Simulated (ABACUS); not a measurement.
**Ba2Tl5V3O12 in ABACUS: the effect of strain along c**

Crystal: Ba2Tl5V3O12.

```
CELL_PARAMETERS angstrom
4.23698 2.56837 5.97539
-4.23698 2.56837 5.97539
0.00000 -4.59889 5.76070
ATOMIC_POSITIONS crystal
Ba 0.50000 0.50000 0.50000
Ba 0.00000 0.00000 0.00000
V 0.50000 0.50000 0.00000
V 0.00000 0.50000 0.50000
V 0.50000 0.00000 0.50000
Tl 0.00000 0.00000 0.50000
Tl 0.50000 0.00000 0.00000
Tl 0.00000 0.50000 0.00000
Tl 0.74045 0.74045 0.74045
Tl 0.25955 0.25955 0.25955
O 0.71652 0.08089 0.41242
O 0.41242 0.71652 0.08089
O 0.08089 0.41242 0.71652
O 0.58757 0.91911 0.28348
O 0.91911 0.28348 0.58757
O 0.28348 0.58757 0.91911
O 0.28348 0.91911 0.58757
O 0.58757 0.28348 0.91911
O 0.91911 0.58757 0.28348
O 0.41242 0.08089 0.71652
O 0.08089 0.71652 0.41242
O 0.71652 0.41242 0.08089
```

The cell was built by a generator and needn't be a form met in nature.

The cell isn't the ideal one: cell strained by -0.06 along c.

Alike in all runs:

* Program: ABACUS 3.10.1
* Task: single point
* Functional: PBE
* Potentials or basis: PseudoDojo NC SR 0.4.1 PBE standard
* Cutoff: 1361 eV
* Density cutoff: 5442 eV
* Basis: DZP LCAO (the cutoffs set its grid)
* k mesh: 3 × 3 × 3
* Occupations: fermi-dirac, width 0.05 eV
* Spin: collinear spin, ferromagnetic start
* Starting moments: [0.0, 0.0, 2.0, 2.0, 2.0, 0.0, 0.0, 0.0, 0.0, 0.0, 0.0, 0.0, 0.0, 0.0, 0.0, 0.0, 0.0, 0.0, 0.0, 0.0, 0.0, 0.0] μB
* Radial cutoff of the potentials (pseudo_rcut): 7 bohr
* SCF threshold on the density: 1e-07
* Max SCF steps: 100
* Eigensolver: genelpa
* Mixing: broyden

| strain along c | pressure (GPa) | moment (μB) | largest force (eV/Å) |
| --- | --- | --- | --- |
| -0.06 | ? | ? | ? |
| -0.03 | 4.9 | 1.16 | 0.92 |
| 0 | 1.3 | 1.17 | 0.16 |
| 0.03 | -1.5 | 1.05 | 0.70 |
| 0.06 | -3.8 | 0.89 | 1.23 |

Task: What does the run with strain along c -0.06 give?

Result: Pressure 9.1 GPa; moment 0.00 μB; largest force 2.07 eV/Å.

Worked out: A parabola through the other rows of the pressure, of slope -150 GPa per unit of strain along c there, extrapolates to 9.1 GPa, against the run's 9.1. A parabola through the other rows of the moment, of slope 3.98 μB per unit of strain along c there, extrapolates to 1.09 μB, against the run's 0.00. The largest force follows no smooth curve through the other rows.

Caveats: the atomic orbitals were generated for these runs and aren't a published set; this release of the barium file is off; the basis of atomic orbitals isn't converged, which shifts pressures, moduli and gaps; forces of over 1 eV/Å show positions far from the minimum, so gaps and moduli don't describe the material at rest (some runs).
